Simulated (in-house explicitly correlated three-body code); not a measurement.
**Two electrons around a charge of +1.5 under Yukawa screening of 0.03 per bohr: exact states**

The task here is to estimate one member of a computed series from the others.

Program: in-house explicitly correlated three-body code version 1. Level of theory: two electrons, non-relativistic, variational in exponentially correlated functions. These are calculated values, not measurements, unless marked.

### The system

* charge of the centre: +1.5
* mass of the centre: infinite
* interactions: Yukawa, exp(−0.03 r)/r, between all pairs
* basis: 260 functions exp(−a r1 − b r2 − g r12) a state, exponent ranges optimised
* units: hartree and bohr; relativity and QED are left out

Set-up of the first run:

Settings:

```ini
Z = 1.5
screening = 0.03
interaction_strength = 1.0
functions = 260
states_tried = 13
```

Started as:

```console
$ python run_hyl.py task.json out
```

One of the session's tables, all rows but one given; the rest of the session is left out.

```
state  binding (eV)  excitation (eV)  ⟨r12⟩ (bohr)
 1 ¹S       8.85688                0         2.112
 2 ³S       1.06395          7.79294         7.443
 2 ¹S      0.769330          8.08755         9.451
 2 ³P      0.537090          8.31979         9.746
 2 ¹P      0.496532          8.36035         10.47
 3 ³S             ?                ?             ?
 3 ¹S      0.156208          8.70068         25.08
 3 ³P      0.103274          8.75361         27.77
 3 ¹P     0.0930843          8.76380         29.28
 4 ³S     0.0323974          8.82449         49.68
 4 ¹S     0.0194052          8.83748         59.50
 4 ³P    0.00656691          8.85032         74.78
```

Estimate the missing values for 3 ³S.

The run gave: binding (eV): 0.214842; excitation (eV): 8.64204; ⟨r12⟩ (bohr): 21.14. In the column «binding (eV)» it lies between 3 ¹S (0.156208) and 2 ¹P (0.496532).
